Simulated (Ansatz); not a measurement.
The system is Co2Pd.

```xyz
3
Lattice="2.6379 0.0000 0.0000 -1.3190 2.2845 0.0000 0.0000 0.0000 6.3193" Properties=species:S:1:pos:R:3 pbc="T T T"
Pd    0.0000    0.0000    0.0000
Co    1.3190    0.7615    2.2104
Co    0.0000    1.5230    4.1090
```

The cell comes from a database or a generator and needn't be the stable form of this composition.

Below is the output of Ansatz 0.2.0 for this cell. Logs are shortened: lines on timing, memory, paths and dates and some standing lists are left out, and cuts for length are marked.

```text
Warning: output.stress: scf.convergence.dr2_threshold = 1e-7 eV (the SCF's general default) is looser than the 3e-10 eV advised for a printed stress (1e-10 eV for each atom of the cell: 3). What an SCF threshold leaves in a stress goes as its square root, and in the free energy as the threshold itself, and one threshold admits the most on a small cell: of the crystals measured, under no hybrid functional and no lock of the moments, on runs that ended without the residual-converged pass, on stresses that held no estimate of that error, the worst erred by over 100 MPa in a component at 1e-7 eV an atom and by under 5 at 1e-10. Set scf.convergence.dr2_threshold to 3e-10 eV or tighter. The threshold is an SCF's pass mark: one that does not reach it within its budget of iterations ends unconverged, or closes short of it on a stop that the run arms, and scf.convergence.dr2_threshold's page says what that costs each kind of run
Warning: RAYON_NUM_THREADS=2 ignored (pool sized by the plan → 2); use --threads N
Engine: ansatz 0.2.0, aarch64-unknown-linux-gnu
Pseudopotentials: kind: paw
Pseudopotential: Pd, paw, valence charge 18, recommended cutoff 420 eV (normal), Pd.paw.azcp
Pseudopotential: Co, paw, valence charge 17, recommended cutoff 420 eV (normal), Co.paw.azcp
Functional definition: PBEsol
  exchange = pbesol_x
  correlation = pbesol_c
Crystal: 3 atoms, lattice volume = 38.083 Å³
Basis set: ecut = 420 eV, 759 PW (Γ), exchange–correlation on 36×36×90 points (8 copies of the dense FFT grid, shifted against one another)
Bands: 32, of which v1, the nominal top of the filled ones, is band 26 counted from 1 (25 counted from 0)
Symmetry: 12 space group operations
Space group: P-3m1 (ITA 164), of the structure as read, at distance tolerance 3.4e-5 Å
Magnetic group: BNS 164.85 (UNI 1315), of the structure as read, at distance tolerance 3.4e-5 Å
k-points: 50 of 400
Non-local potential: Pd, projectors of the file, l = 0: 2, l = 1: 2, l = 2: 2, l = 3: 1
Non-local potential: Co, projectors of the file, l = 0: 3, l = 1: 2, l = 2: 3, l = 3: 1
PAW form: soft (Blöchl's): semilocal exchange-correlation on the pseudo side does not see the compensation charge
PAW frozen core: Pd, regenerated for the run's functional, and the local potential with it (the file was generated under x = pbe(κ = 0.804, μ = 0.2195149727645171), c = pbe(β = 0.06672455060314922))
PAW frozen core: Co, regenerated for the run's functional, and the local potential with it (the file was generated under x = pbe(κ = 0.804, μ = 0.2195149727645171), c = pbe(β = 0.06672455060314922))
PAW one-centre angular grid: Pd, 590 points (default); XC on 64 Gauss nodes
PAW one-centre angular grid: Co, 590 points (default); XC on 64 Gauss nodes
[... 38 lines left out ...]
--- Per-component energies (eV) ---
  E_band       = -672.964948
  E_kinetic    = 1416.597703
  E_local      = -7697.738135  (includes V_loc(G=0)·N_el)
  E_nonlocal   = 1131.254115
  E_hartree    = 3198.424102
  E_xc         = -481.293380
  E_vxc        = -617.677825  (∫ρ·V_xc dr)
  E_paw        = -6648.932370  (= ΣΔE_a)
  E_vpaw       = -1302.256218  (= ΣTr[D̂ρ^β])
  E_aug_tail   = 0.000327  (compensation charges beyond the density's cutoff)
  E_ewald      = -8010.617001
  E_core_change = 0.679363  (= ΣΔE_core)
  E_smearing   = -0.071089  (= −TS)
  E_closure    = -0.000000  (closes the sum)
  Σ components = -17091.696366   (vs F -17091.696366, Δ=0.00e0)
--- Forces (eV/Å), atoms counted from 1 ---
  atom   1  Pd     0.00000000     0.00000000     0.00000000
  atom   2  Co     0.00000000     0.00000000     0.31149598
  atom   3  Co    -0.00000000    -0.00000000    -0.31149598
  max |Σ_I F_I| component: 5.55e-17 eV/Å
--- Stress (GPa, compression-positive) ---
      -16.505048       0.000000      -0.000000
        0.000000     -16.505048      -0.000000
       -0.000000      -0.000000     -16.637911
  P = ⅓ Tr σ = -16.5493 GPa (-165.493 kbar)
--- Band table (eV; the first three rows and the last of 100) ---
  k-point 0 ↑: bands = ["-76.8290", "-76.7926", "-66.4859", "-40.3442", "-40.1618", "-40.1461", "-40.1461", "-40.1080", "-40.1080", "-32.2208", "-31.9583", "-31.9583", "9.8912", "12.1973", "13.3106", "14.8929", "14.8929", "15.3267", "15.9868", "15.9868", "16.0804", "16.2359", "16.2359", "16.7144", "17.1211", "17.1211", "17.3079", "17.3079", "17.7503", "17.7503", "28.9395", "29.2236"]
  k-point 1 ↑: bands = ["-76.8290", "-76.7926", "-66.4859", "-40.3447", "-40.1613", "-40.1461", "-40.1461", "-40.1080", "-40.1080", "-32.2208", "-31.9583", "-31.9583", "10.1550", "11.8285", "12.9887", "14.8946", "14.8946", "15.1385", "16.0379", "16.0379", "16.2653", "16.2653", "16.2973", "16.9571", "16.9571", "17.2218", "17.2218", "17.5529", "17.9230", "17.9230", "26.1133", "32.3812"]
  k-point 2 ↑: bands = ["-76.8291", "-76.7925", "-66.4859", "-40.3451", "-40.1609", "-40.1461", "-40.1461", "-40.1080", "-40.1080", "-32.2209", "-31.9583", "-31.9583", "10.8141", "10.9857", "12.8391", "14.8959", "14.8959", "15.1086", "16.1230", "16.1230", "16.2744", "16.2744", "16.2966", "16.7893", "16.7893", "17.1834", "17.1834", "18.0386", "18.0386", "18.4905", "24.6661", "34.5232"]
  k-point 49 ↓: bands = ["-76.0732", "-76.0685", "-66.5064", "-39.6169", "-39.6004", "-39.5295", "-39.4685", "-39.4599", "-39.4499", "-32.4551", "-32.3628", "-32.2044", "13.5975", "14.0178", "14.3135", "14.5853", "14.7247", "15.2342", "15.7024", "15.7918", "16.2582", "17.1720", "17.3055", "17.7932", "18.3753", "18.4465", "18.5722", "21.8021", "22.6583", "24.3864", "25.1078", "25.7864"]
```

What input gives this log?

Single point with PBEsol, collinear spin, ferromagnetic start. The files as run (others can give the same):

input.yaml
```yaml
crystal:
  lattice:
    - [2.6379305253, 0.0, 0.0]
    - [-1.3189652627, 2.2845148484, 0.0]
    - [0.0, 0.0, 6.319344]
  atoms:
    - { symbol: Pd, position: [0.0, 0.0, 0.0] }
    - { symbol: Co, position: [0.6666666667, 0.3333333333, 0.349778], spin: 0.5 }
    - { symbol: Co, position: [0.3333333333, 0.6666666667, 0.650222], spin: 0.5 }
hamiltonian:
  xc: pbesol
  pseudopotentials: { kind: paw }
magnetization:
  spin_polarized: true
  initial_magnetization: 1.0
  spin_locking: { lock_magnetization: hard }
kpoints:
  mp_grid: { grid: [10, 10, 4] }
scf:
  occupations: { method: fermi_dirac, width: 0.05 }
  lower_state_search: "off"
output:
  forces: true
  stress: true
  eigenvalues: true
```

Potentials or basis: Ansatz PAW.
Command:
```bash
$ ansatz run input.yaml --threads 2 --pin off --max-ram 5632MiB --backend cpu --events-out ev --progress --plain --runs-dir out
```

Caveat: the total moment is fixed, so each spin has its own Fermi level; the PAW data sets come from PBE, with cores solved anew for the run's functional, which leaves a small shift of forces and pressure; the thresholds are loose for stress.
